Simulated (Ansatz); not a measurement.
# CH₆ClNSi: basis-set convergence

The task here is to estimate one member of a computed series from the others.

The runs use Ansatz 0.2.0, Gaussian basis; one geometry, several basis sets.

The runs, in order: PBE0-D4/def2-SVP; ωB97M-V/def2-SVP; PBE0-D4/def2-QZVPP; ωB97M-V/def2-QZVPP; the functionals' def2-TZVPP values are taken from earlier runs.

## Structure used throughout

All runs share one geometry, relaxed beforehand with PBE0-D4 in a triple-zeta def2 set.

10 atoms, charge 0, spin multiplicity 1.

Atoms are counted from 1 here; the program's logs count them from 0.

Bond lengths: N1–Si2 1.711 Å, N1–H5 1.007 Å, N1–H6 1.007 Å, Si2–C3 1.888 Å, Si2–H7 1.484 Å, Si2–H8 1.488 Å, C3–Cl4 1.790 Å, C3–H9 1.091 Å, C3–H10 1.091 Å. Angles: Si2–N1–H5 120.0°, Si2–N1–H6 120.4°, H5–N1–H6 111.3°, N1–Si2–C3 115.1°, N1–Si2–H7 109.3°, N1–Si2–H8 107.6°, C3–Si2–H7 106.4°, C3–Si2–H8 107.2°, H7–Si2–H8 111.3°, Si2–C3–Cl4 108.7°, Si2–C3–H9 112.6°, Si2–C3–H10 112.3°, Cl4–C3–H9 107.2°, Cl4–C3–H10 107.4°, H9–C3–H10 108.5°.

Set-up of the first run:

in.yaml

```yaml
crystal:
  periodic: [false, false, false]
  atoms:
    - {symbol: N, position_ang: [-1.439099, 0.296824, -0.848251]}
    - {symbol: Si, position_ang: [-0.405997, -0.626884, 0.154545]}
    - {symbol: C, position_ang: [1.227510, 0.206843, 0.603928]}
    - {symbol: Cl, position_ang: [2.099177, 0.613135, -0.906208]}
    - {symbol: H, position_ang: [-1.152620, 0.533287, -1.784597]}
    - {symbol: H, position_ang: [-2.023128, 1.014951, -0.452873]}
    - {symbol: H, position_ang: [-0.054482, -1.892347, -0.535648]}
    - {symbol: H, position_ang: [-1.131227, -0.889057, 1.427525]}
    - {symbol: H, position_ang: [1.085779, 1.137815, 1.154525]}
    - {symbol: H, position_ang: [1.877287, -0.445667, 1.189855]}
basis:
  gaussian: {orbitals: def2-SVP}
hamiltonian: {xc: pbe0, dispersion: d4}
output: {orbitals: {seedname: orbitals}}
```

Launch:

```
$ ansatz run in.yaml --threads 2 --pin off --events-out ev --progress --plain --max-ram 4352MiB
```

Among the steps run: PBE0-D4 in def2-SVP; ωB97M-V in def2-SVP; PBE0-D4 in def2-QZVPP; ωB97M-V in def2-QZVPP.

One of the session's tables, all rows but one given; the rest of the session is left out.

It belongs to the step «Functionals by basis». 

| functional | basis | HOMO (eV) | LUMO (eV) |
| --- | --- | --- | --- |
| PBE0-D4 | def2-SVP | -7.22 | 0.93 |
| PBE0-D4 | def2-TZVPP | -7.45 | 0.34 |
| PBE0-D4 | def2-QZVPP | -7.50 | 0.12 |
| ωB97M-V | def2-SVP | -9.52 | 2.93 |
| ωB97M-V | def2-TZVPP | ? | ? |
| ωB97M-V | def2-QZVPP | -9.82 | 1.53 |

**Question.** Estimate the row for ωB97M-V, def2-TZVPP.

As computed: HOMO (eV): -9.77; LUMO (eV): 1.98. In the column «HOMO (eV)» it lies between ωB97M-V, def2-QZVPP (-9.82) and ωB97M-V, def2-SVP (-9.52).
